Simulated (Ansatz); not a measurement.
# CH2OSSi: shift of H5 from Si3 to S4, part 2 of 2

Wanted: the energy profile along the shift of H5 from Si3 to S4, from relaxed end points and a band of images. SMILES of the start: O=C1[SiH2]S1.

Ansatz 0.2.0; RHF/def2-SVP. Earlier steps stand in the parts before.

## Step 9: Another band, settings changed

crystal.atoms is end A as relaxed above, and neb.final_atoms is end B, turned to lie on A. With 9 inner images the band has 11 in all. The start path is listed, through a guess of the saddle.

input.yaml

```yaml
crystal:
  periodic: [false, false, false]
  atoms:
    - { symbol: O, position_ang: [-0.637228, -2.080232, 0.524168] }
    - { symbol: C, position_ang: [-0.448506, -0.992275, 0.161627] }
    - { symbol: Si, position_ang: [0.42835, 0.634332, -0.016752] }
    - { symbol: S, position_ang: [-1.426921, 0.147162, -0.936985] }
    - { symbol: H, position_ang: [1.640138, 0.715873, -0.844126] }
    - { symbol: H, position_ang: [0.444166, 1.57515, 1.112069] }
basis:
  gaussian: { orbitals: def2-SVP }
hamiltonian:
  xc: hf
neb:
  order_check: false
  images: 9
  f_tol: 0.5
  max_iterations: 60
  final_atoms:
    - { symbol: O, position_ang: [-1.10709718, -2.9206229, 1.00253402] }
    - { symbol: C, position_ang: [-0.55060164, -1.96804623, 0.93228109] }
    - { symbol: Si, position_ang: [0.94503141, 1.04321292, 0.46680471] }
    - { symbol: S, position_ang: [-0.01124109, 1.36033685, -1.4217845] }
    - { symbol: H, position_ang: [1.0408903, 1.12014846, -2.20932364] }
    - { symbol: H, position_ang: [-0.3169828, 1.3649809, 1.22948932] }
  initial_path:
    images:
      - { positions_ang: [[-0.637228, -2.080232, 0.524168], [-0.448506, -0.992275, 0.161627], [0.42835, 0.634332, -0.016752], [-1.426921, 0.147162, -0.936985], [1.640138, 0.715873, -0.844126], [0.444166, 1.57515, 1.112069]] }
      - { positions_ang: [[-0.66731875, -2.06329833, 0.52737072], [-0.43139988, -0.98164636, 0.1718351], [0.4890879, 0.61825217, 0.06289613], [-1.29114231, 0.14759748, -0.98315911], [1.47895993, 0.70073705, -0.92992441], [0.42181211, 1.57836798, 1.15098256]] }
      - { positions_ang: [[-0.6974095, -2.04636465, 0.53057345], [-0.41429376, -0.97101771, 0.18204321], [0.54982579, 0.60217234, 0.14254426], [-1.15536363, 0.14803296, -1.02933321], [1.31778187, 0.68560111, -1.01572283], [0.39945822, 1.58158596, 1.18989612]] }
      - { positions_ang: [[-0.72750024, -2.02943098, 0.53377617], [-0.39718765, -0.96038907, 0.19225131], [0.61056369, 0.58609251, 0.22219239], [-1.01958494, 0.14846844, -1.07550732], [1.1566038, 0.67046516, -1.10152124], [0.37710434, 1.58480393, 1.22880969]] }
      - { positions_ang: [[-0.75759099, -2.0124973, 0.5369789], [-0.38008153, -0.94976042, 0.20245941], [0.67130159, 0.57001268, 0.30184052], [-0.88380625, 0.14890391, -1.12168143], [0.99542573, 0.65532922, -1.18731966], [0.35475045, 1.58802191, 1.26772325]] }
      - { positions_ang: [[-0.78768174, -1.99556363, 0.54018162], [-0.36297541, -0.93913178, 0.21266751], [0.73203949, 0.55393285, 0.38148865], [-0.74802756, 0.14933939, -1.16785553], [0.83424767, 0.64019327, -1.27311807], [0.33239656, 1.59123989, 1.30663681]] }
      - { positions_ang: [[-0.85156483, -2.18057548, 0.6326521], [-0.40050066, -1.14491467, 0.35659023], [0.77463787, 0.65178886, 0.39855187], [-0.60067027, 0.39153888, -1.21864133], [0.87557619, 0.73618431, -1.46035918], [0.20252069, 1.54598809, 1.29120731]] }
      - { positions_ang: [[-0.91544792, -2.36558733, 0.72512258], [-0.4380259, -1.35069756, 0.50051294], [0.81723625, 0.74964488, 0.41561508], [-0.45331297, 0.63373837, -1.26942712], [0.91690472, 0.83217535, -1.6476003], [0.07264482, 1.5007363, 1.27577782]] }
      - { positions_ang: [[-0.979331, -2.55059919, 0.81759306], [-0.47555115, -1.55648045, 0.64443566], [0.85983464, 0.84750089, 0.43267829], [-0.30595568, 0.87593787, -1.32021292], [0.95823325, 0.92816638, -1.83484141], [-0.05723106, 1.4554845, 1.26034832]] }
      - { positions_ang: [[-1.04321409, -2.73561104, 0.91006354], [-0.51307639, -1.76226334, 0.78835838], [0.90243302, 0.94535691, 0.4497415], [-0.15859839, 1.11813736, -1.37099871], [0.99956177, 1.02415742, -2.02208253], [-0.18710693, 1.4102327, 1.24491882]] }
      - { positions_ang: [[-1.10709718, -2.9206229, 1.00253402], [-0.55060164, -1.96804623, 0.93228109], [0.94503141, 1.04321292, 0.46680471], [-0.01124109, 1.36033685, -1.4217845], [1.0408903, 1.12014846, -2.20932364], [-0.3169828, 1.3649809, 1.22948932]] }
```

Started as:

```
ansatz run input.yaml --threads 1 --pin off --max-ram 2048MiB --backend cpu --events-out ev --progress --plain --runs-dir out
```

The log of the run (excerpt; [...] marks lines left out):

```text
Warning: RAYON_NUM_THREADS=1 ignored (pool sized by the plan → 1); use --threads N
[...]
Functional definition: HF
[...]
759 factors; integrals over basis functions are off by at most 2.4e-4 eV
[...]
mean field -21769.58751360 eV, -800.0175851683 hartree, gradient 2.7e-5 eV, S^2 0.000000; 0 other end points of the search recorded, 0 dependent functions left out
[...]
reference -21769.58751360 eV, -800.0175851683 hartree; 23, 23 occupied and 51, 51 virtual orbitals, 759 factors
[...]
Atom 2 at     0.951813     0.463018     0.375456 Å, force     0.146115     0.104997    -0.019371 eV/Å
Atom 3 at    -0.886764     0.065770    -1.261211 Å, force    -0.157766    -0.059668    -0.093179 eV/Å
Atom 4 at     0.788479     0.758256    -1.150964 Å, force     0.045315    -0.028356     0.092219 eV/Å
Atom 5 at     0.313683     1.482367     1.257097 Å, force    -0.012913    -0.023252    -0.002120 eV/Å
Dipole moment:     0.392720     0.453044     0.021973 e Å
this run last wrote the band of iteration 13 to <dir>
```

It took 77 s on 1 thread of Intel Xeon Gold 6455B (Sapphire Rapids), shared host; peak memory 0.14 GiB.

## Step 10: What the band shows

Images 0 and 10 are the ends. Energies count from image 0; the path length is the program's own measure over all atoms.

| image | path (Å) | energy (eV) | H5–Si3 (Å) | H5–S4 (Å) | band force (eV/Å) |
| --- | --- | --- | --- | --- | --- |
| 0 | 0.000 | 0.0000 | 1.47 | 3.12 | - |
| 1 | 0.486 | 0.3700 | 1.45 | 2.77 | 0.055 |
| 2 | 0.972 | 1.5989 | 1.45 | 2.33 | 0.085 |
| 3* | 1.457 | 2.5653 | 1.56 | 1.82 | 0.170 |
| 4 | 2.044 | 1.5485 | 2.15 | 1.37 | 0.082 |
| 5 | 2.628 | 1.3805 | 2.57 | 1.34 | 0.029 |
| 6 | 3.210 | 0.5458 | 2.58 | 1.32 | 0.022 |
| 7 | 3.792 | -0.3476 | 2.67 | 1.33 | 0.006 |
| 8 | 4.372 | -0.5017 | 2.68 | 1.34 | 0.004 |
| 9 | 4.953 | -0.5751 | 2.68 | 1.34 | 0.012 |
| 10 | 5.533 | -0.5880 | 2.68 | 1.34 | - |

The star marks the climbing image.

image, energy (eV) and a bar:
```
        0      0.000 ######
        1      0.370 #########
        2      1.599 #####################
        3      2.565 ##############################
        4      1.548 ####################
        5      1.381 ###################
        6      0.546 ###########
        7     -0.348 ##
        8     -0.502 #
        9     -0.575 
       10     -0.588
```

## Step 11: Dynamics from the top

It starts at the highest inner image of the first converged band: 200 steps of 0.5 fs at constant energy, with velocities drawn for 300 K.

input.yaml

```yaml
crystal:
  periodic: [false, false, false]
  atoms:
    - { symbol: O, position_ang: [-0.796407, -1.864832, 0.640634] }
    - { symbol: C, position_ang: [-0.371621, -0.903032, 0.136997] }
    - { symbol: Si, position_ang: [0.959405, 0.467236, 0.376739] }
    - { symbol: S, position_ang: [-0.89456, 0.063565, -1.263328] }
    - { symbol: H, position_ang: [0.789537, 0.753706, -1.146621] }
    - { symbol: H, position_ang: [0.313646, 1.483367, 1.255581] }
basis:
  gaussian: { orbitals: def2-SVP }
hamiltonian:
  xc: hf
md:
  timestep: 0.5
  n_steps: 200
  ensemble: nve
  temperature: 300.0
  initial_velocities: maxwell_boltzmann
  seed: 7994
```

Started as:

```
ansatz run input.yaml --threads 1 --pin off --max-ram 2048MiB --backend cpu --events-out ev --progress --plain --runs-dir out
```

The log of the run (excerpt; [...] marks lines left out):

```text
Warning: RAYON_NUM_THREADS=1 ignored (pool sized by the plan → 1); use --threads N
[...]
Functional definition: HF
[...]
763 factors; integrals over basis functions are off by at most 3.7e-4 eV
[...]
mean field -21767.02481935 eV, -799.9234078917 hartree, gradient 2.1e-5 eV, S^2 0.000000; 0 other end points of the search recorded, 0 dependent functions left out
[...]
reference -21767.02481935 eV, -799.9234078917 hartree; 23, 23 occupied and 51, 51 virtual orbitals, 763 factors
[...]
md step    96: t =    48.00 fs  T =  4085.0 K  F+E_penalty+E_count = -21768.98341799 eV  E_kin = 2.112124 eV  conserved = -21766.87129366 eV  (41 SCF iters)
md step    97: t =    48.50 fs  T =  4153.0 K  F+E_penalty+E_count = -21769.01878999 eV  E_kin = 2.147248 eV  conserved = -21766.87154173 eV  (42 SCF iters)
md step    98: t =    49.00 fs  T =  4183.7 K  F+E_penalty+E_count = -21769.03479191 eV  E_kin = 2.163128 eV  conserved = -21766.87166396 eV  (42 SCF iters)
```

## Step 12: More of the same log: dynamics from the highest image of the converged band

The log, continued (excerpt; [...] marks lines left out):

```text
md step    99: t =    49.50 fs  T =  4174.3 K  F+E_penalty+E_count = -21769.02994083 eV  E_kin = 2.158293 eV  conserved = -21766.87164814 eV  (42 SCF iters)
[...]
md step   124: t =    62.00 fs  T =  3812.9 K  F+E_penalty+E_count = -21768.84228263 eV  E_kin = 1.971433 eV  conserved = -21766.87084956 eV  (40 SCF iters)
[...]
Atom 2 at     0.683338     0.885401    -0.276001 Å, force     2.525973     1.697892     0.629112 eV/Å
Atom 3 at    -0.619037     0.692312    -1.614588 Å, force    -1.909434    -0.756430    -1.395989 eV/Å
Atom 4 at     1.619276    -0.160690     0.263496 Å, force    -0.519342     0.499454     0.155448 eV/Å
Atom 5 at     1.139330     2.355178    -0.073541 Å, force    -0.075383    -1.403588     0.600779 eV/Å
Dipole moment:     0.393958    -0.003505     0.495703 e Å
```

Wall time 2.1 min (1 thread of Intel Xeon Gold 6455B (Sapphire Rapids), shared host); peak memory 0.13 GiB.

## Step 13: The trajectory

One step in 8; energies are changes from step 0:

| time (fs) | T (K) | potential energy change (meV/atom) | total energy change (meV/atom) | H5–Si3 (Å) | H5–S4 (Å) |
| --- | --- | --- | --- | --- | --- |
| 0.0 | 300 | 0.0 | 0.00 | 1.56 | 1.82 |
| 4.0 | 242 | 5.0 | 0.02 | 1.53 | 1.93 |
| 8.0 | 286 | 1.2 | 0.06 | 1.50 | 2.08 |
| 12.0 | 899 | -51.5 | 0.09 | 1.47 | 2.33 |
| 16.0 | 2379 | -179.3 | -0.11 | 1.51 | 2.76 |
| 20.0 | 3224 | -252.2 | -0.24 | 1.59 | 3.26 |
| 24.0 | 2765 | -212.5 | -0.12 | 1.63 | 3.61 |
| 28.0 | 2267 | -169.5 | 0.03 | 1.56 | 3.70 |
| 32.0 | 2899 | -224.1 | -0.12 | 1.50 | 3.60 |
| 36.0 | 3213 | -251.2 | -0.18 | 1.52 | 3.44 |
| 40.0 | 2788 | -214.4 | 0.00 | 1.52 | 3.22 |
| 44.0 | 3163 | -246.8 | -0.02 | 1.47 | 3.02 |
| 48.0 | 4085 | -326.4 | -0.26 | 1.50 | 2.96 |
| 52.0 | 3679 | -291.3 | -0.11 | 1.58 | 2.98 |
| 56.0 | 3030 | -235.3 | -0.10 | 1.53 | 2.94 |
| 60.0 | 3005 | -232.9 | 0.18 | 1.43 | 2.87 |
| 64.0 | 4467 | -359.5 | -0.43 | 1.49 | 2.91 |
| 68.0 | 4291 | -343.9 | 0.04 | 1.56 | 2.96 |
| 72.0 | 4829 | -390.5 | -0.26 | 1.48 | 2.93 |
| 76.0 | 5390 | -438.7 | -0.14 | 1.43 | 2.97 |
| 80.0 | 5870 | -480.1 | -0.05 | 1.53 | 3.15 |
| 84.0 | 6341 | -520.8 | -0.17 | 1.55 | 3.24 |
| 88.0 | 6648 | -547.1 | -0.08 | 1.43 | 3.16 |
| 92.0 | 6667 | -548.9 | -0.20 | 1.45 | 3.15 |
| 96.0 | 6219 | -510.1 | -0.01 | 1.55 | 3.17 |
| 100.0 | 6342 | -520.7 | -0.06 | 1.50 | 3.04 |

time (fs), T (K) and a bar:
```
      0.0        300 
      4.5        235 
      8.5        319 
     13.0       1211 #####
     17.5       2875 ############
     21.5       3147 ##############
     26.0       2434 ##########
     30.5       2538 ###########
     35.0       3283 ##############
     39.0       2832 ############
     43.5       3082 #############
     48.0       4085 ##################
     52.0       3679 ################
     56.5       2994 #############
     61.0       3345 ##############
     65.0       4488 ####################
     69.5       4505 ####################
     74.0       4829 #####################
     78.5       5949 ###########################
     82.5       6023 ###########################
     87.0       6650 ##############################
     91.5       6686 ##############################
     95.5       6246 ############################
    100.0       6342 ############################
```

Bonds that form or break, judged by distance (formed within 1.15 times the sum of covalent radii and held on average over 12 fs, broken when stretched by half; pairs already stretched at the start don't count as bonds):

```csv
time (fs),bond,event
64.5,C2–S4,breaks
78.0,C2–Si3,breaks
```

The last frame stands with a bonding of neither end.

## Step 14: Dynamics from the top

It starts at the highest inner image of the first converged band: 200 steps of 0.5 fs at constant energy, with velocities drawn for 100 K.

Changes to input.yaml since step 11:

```diff
@@ -17,4 +17,4 @@
   ensemble: nve
-  temperature: 300.0
+  temperature: 100.0
   initial_velocities: maxwell_boltzmann
-  seed: 7994
+  seed: 7995
```

Started as:

```
ansatz run input.yaml --threads 1 --pin off --max-ram 2048MiB --backend cpu --events-out ev --progress --plain --runs-dir out
```

The log of the run (excerpt; [...] marks lines left out):

```text
Warning: RAYON_NUM_THREADS=1 ignored (pool sized by the plan → 1); use --threads N
[...]
Functional definition: HF
[...]
763 factors; integrals over basis functions are off by at most 3.7e-4 eV
[...]
mean field -21767.02481935 eV, -799.9234078917 hartree, gradient 2.1e-5 eV, S^2 0.000000; 0 other end points of the search recorded, 0 dependent functions left out
[...]
reference -21767.02481935 eV, -799.9234078917 hartree; 23, 23 occupied and 51, 51 virtual orbitals, 763 factors
[...]
md step    96: t =    48.00 fs  T =  3964.5 K  F+E_penalty+E_count = -21769.02439628 eV  E_kin = 2.049802 eV  conserved = -21766.97459445 eV  (41 SCF iters)
md step    97: t =    48.50 fs  T =  4094.6 K  F+E_penalty+E_count = -21769.09190763 eV  E_kin = 2.117076 eV  conserved = -21766.97483196 eV  (42 SCF iters)
md step    98: t =    49.00 fs  T =  4188.8 K  F+E_penalty+E_count = -21769.14076657 eV  E_kin = 2.165770 eV  conserved = -21766.97499612 eV  (42 SCF iters)
```

## Step 15: More of the same log: dynamics from the highest image of the converged band

The log, continued (excerpt; [...] marks lines left out):

```text
md step    99: t =    49.50 fs  T =  4243.1 K  F+E_penalty+E_count = -21769.16890970 eV  E_kin = 2.193843 eV  conserved = -21766.97506641 eV  (42 SCF iters)
[...]
md step   124: t =    62.00 fs  T =  2953.5 K  F+E_penalty+E_count = -21768.50017291 eV  E_kin = 1.527062 eV  conserved = -21766.97311069 eV  (42 SCF iters)
[...]
Atom 2 at     0.748345     0.939970    -0.251912 Å, force     1.664569     1.750707     0.841681 eV/Å
Atom 3 at    -0.626756     0.628753    -1.489352 Å, force    -1.919755    -1.095840    -1.696769 eV/Å
Atom 4 at     2.050857     0.143703    -0.201459 Å, force    -0.793819     0.751803     0.550547 eV/Å
Atom 5 at     0.548144     2.344619     0.372064 Å, force     1.077837    -1.382794     0.311014 eV/Å
Dipole moment:     0.505622     0.047803     0.493654 e Å
```

It took 2.1 min on 1 thread of Intel Xeon Gold 6455B (Sapphire Rapids), shared host; peak memory 0.14 GiB.

## Step 16: The trajectory

One step in 11; energies are changes from step 0:

| time (fs) | T (K) | potential energy change (meV/atom) | total energy change (meV/atom) | H5–Si3 (Å) | H5–S4 (Å) |
| --- | --- | --- | --- | --- | --- |
| 0.0 | 100 | 0.0 | 0.00 | 1.56 | 1.82 |
| 5.5 | 96 | 0.4 | 0.03 | 1.52 | 1.87 |
| 11.0 | 491 | -33.6 | 0.11 | 1.51 | 2.06 |
| 16.5 | 2452 | -202.8 | -0.12 | 1.49 | 2.62 |
| 22.0 | 3204 | -267.6 | -0.20 | 1.65 | 3.39 |
| 27.5 | 2672 | -221.7 | -0.07 | 1.65 | 3.74 |
| 33.0 | 2696 | -223.8 | -0.10 | 1.46 | 3.58 |
| 38.5 | 2064 | -169.3 | -0.03 | 1.53 | 3.44 |
| 44.0 | 2468 | -204.0 | 0.03 | 1.51 | 3.26 |
| 49.5 | 4243 | -357.3 | -0.33 | 1.52 | 3.12 |
| 55.0 | 3219 | -268.8 | -0.02 | 1.61 | 2.98 |
| 60.5 | 2814 | -233.8 | 0.01 | 1.44 | 2.67 |
| 66.0 | 3446 | -288.5 | -0.18 | 1.50 | 2.67 |
| 71.5 | 3577 | -299.6 | -0.02 | 1.56 | 2.90 |
| 77.0 | 4892 | -413.0 | -0.09 | 1.44 | 3.08 |
| 82.5 | 5751 | -487.0 | -0.05 | 1.55 | 3.31 |
| 88.0 | 6476 | -549.6 | -0.20 | 1.46 | 3.21 |
| 93.5 | 5947 | -503.9 | -0.03 | 1.46 | 3.09 |
| 99.0 | 5846 | -495.1 | 0.04 | 1.55 | 3.04 |
| 100.0 | 6008 | -509.1 | 0.01 | 1.53 | 3.01 |

time (fs), T (K) and a bar:
```
      0.0        100 
      4.5         79 
      8.5        208 #
     13.0       1028 #####
     17.5       2819 #############
     21.5       3257 ###############
     26.0       2698 ############
     30.5       2783 #############
     35.0       2529 ############
     39.0       1998 #########
     43.5       2315 ###########
     48.0       3964 ###################
     52.0       3966 ###################
     56.5       2978 ##############
     61.0       2843 #############
     65.0       3410 ################
     69.5       3383 ################
     74.0       4065 ###################
     78.5       5315 #########################
     82.5       5751 ###########################
     87.0       6370 ##############################
     91.5       6179 #############################
     95.5       5790 ###########################
    100.0       6008 ############################
```

Bonds that form or break, judged by distance (formed within 1.15 times the sum of covalent radii and held on average over 12 fs, broken when stretched by half; pairs already stretched at the start don't count as bonds):

| time (fs) | bond | event |
| --- | --- | --- |
| 68.5 | C2–S4 | breaks |
| 82.5 | C2–Si3 | breaks |

The last frame stands with a bonding of neither end.

## Step 17: Summary of results

What follows sums up all 2 parts.

| quantity | value |
| --- | --- |
| end A | 5 moves, 0.099 eV lower |
| end B | 21 moves, 3.720 eV lower |
| first band: barrier forwards | 2.56 eV |
| first band: barrier backwards | 3.15 eV |
| first band: second end relative to first | -0.588 eV |
| first band: highest image | 3 of 0 to 10, climbing |
| first band: band iterations | 32 |
| pieces at the ends | CH2OSSi → H2SSi + CO |
| imaginary modes at the top | 1391i cm⁻¹ |
| second band | top 2.565 eV above image 0, 13 iterations, 9 inner images |
| time, first and second band | 2.9 min and 77 s |
| trajectory at 300 K, after 100 fs | with a bonding of neither end, at 6342 K |
| trajectory at 100 K, after 100 fs | with a bonding of neither end, at 6008 K |

In words: In the first band: the top lies 2.56 eV above the first end, or 99 kT at room temperature. Going back costs 3.15 eV, since the second end is 0.59 eV below the first. By distance, end A alone has C2–Si3, C2–S4, Si3–H5 and end B alone has S4–H5. One imaginary mode, as a first-order saddle point has. The second band's top lies 3 meV above the first's, so the changed settings hardly move the height. These are electronic energies, with no zero-point or thermal terms. Tunnelling, which matters where hydrogen moves, is missing too. Hartree-Fock tends to give barriers too high.
